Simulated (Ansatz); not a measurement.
# C₂H₄ClGaS: small, medium and large basis sets

One table from this session's results is given with a row withheld; the runs are named, their logs left out.

Computed with Ansatz 0.2.0, Gaussian basis. Level: one geometry, several basis sets.

Plan: PBE0-D4/def2-SVP; ωB97M-V/def2-SVP; PBE0-D4/def2-QZVPP; ωB97M-V/def2-QZVPP; the functionals' def2-TZVPP values are taken from earlier runs.

## The geometry

The geometry comes from an earlier relaxation with PBE0-D4 in a triple-zeta def2 set; it is a stationary point, not always the lowest conformer.

SMILES `[Cl][Ga]1[CH2]S[CH2]1`, 9 atoms, charge 0, spin multiplicity 1.

Atoms are counted from 1 here; the program's logs count them from 0.

Bond lengths: Cl1–Ga2 2.138 Å, Ga2–C3 1.981 Å, Ga2–C5 1.981 Å, C3–S4 1.827 Å, C3–H6 1.091 Å, C3–H7 1.091 Å, S4–C5 1.827 Å, C5–H8 1.091 Å, C5–H9 1.091 Å. Angles: Cl1–Ga2–C3 136.5°, Cl1–Ga2–C5 136.5°, C3–Ga2–C5 87.0°, Ga2–C3–S4 88.2°, Ga2–C3–H6 116.6°, Ga2–C3–H7 116.6°, S4–C3–H6 112.4°, S4–C3–H7 112.4°, H6–C3–H7 109.3°, C3–S4–C5 96.6°, Ga2–C5–S4 88.2°, Ga2–C5–H8 116.6°, Ga2–C5–H9 116.6°, S4–C5–H8 112.4°, S4–C5–H9 112.4°, H8–C5–H9 109.3°.

As a file:

```
Cl   -1.6098   -1.6074   -2.2307
Ga   -0.5236   -0.5326   -0.7358
C     0.9406    0.8009   -0.7048
S     0.8248    0.8001    1.1189
C    -0.5279   -0.4224    1.2418
H     1.9158    0.4633   -1.0589
H     0.7188    1.7790   -1.1343
H    -1.4233   -0.0055    1.7052
H    -0.2269   -1.3217    1.7814
```

Set-up of the first run:

The input, in.yaml:

```yaml
crystal:
  periodic: [false, false, false]
  atoms:
    - {symbol: Cl, position_ang: [-1.609844, -1.607361, -2.230692]}
    - {symbol: Ga, position_ang: [-0.523578, -0.532565, -0.735761]}
    - {symbol: C, position_ang: [0.940620, 0.800895, -0.704755]}
    - {symbol: S, position_ang: [0.824755, 0.800059, 1.118905]}
    - {symbol: C, position_ang: [-0.527875, -0.422414, 1.241814]}
    - {symbol: H, position_ang: [1.915800, 0.463251, -1.058882]}
    - {symbol: H, position_ang: [0.718836, 1.779008, -1.134324]}
    - {symbol: H, position_ang: [-1.423331, -0.005495, 1.705235]}
    - {symbol: H, position_ang: [-0.226883, -1.321681, 1.781359]}
basis:
  gaussian: {orbitals: def2-SVP}
hamiltonian: {xc: pbe0, dispersion: d4}
output: {orbitals: {seedname: orbitals}}
```

Run with:

```sh
> ansatz run in.yaml --threads 4 --pin off --events-out ev --progress --plain --max-ram 10444MiB
```

Steps of the session up to this table: PBE0-D4 in def2-SVP; ωB97M-V in def2-SVP; PBE0-D4 in def2-QZVPP; ωB97M-V in def2-QZVPP.

One table of the session follows, with a row left open; its other results are not shown here.

It belongs to the step «Density functionals: the series». 

```
functional       basis  HOMO (eV)
   PBE0-D4    def2-SVP      -6.43
   PBE0-D4  def2-TZVPP          ?
   PBE0-D4  def2-QZVPP      -6.61
   ωB97M-V    def2-SVP      -8.62
   ωB97M-V  def2-TZVPP      -8.78
   ωB97M-V  def2-QZVPP      -8.83
```

Q: Estimate the row for PBE0-D4, def2-TZVPP from the others.

**Answer.** HOMO (eV): -6.57. In the column «HOMO (eV)» it lies between PBE0-D4, def2-QZVPP (-6.61) and PBE0-D4, def2-SVP (-6.43).
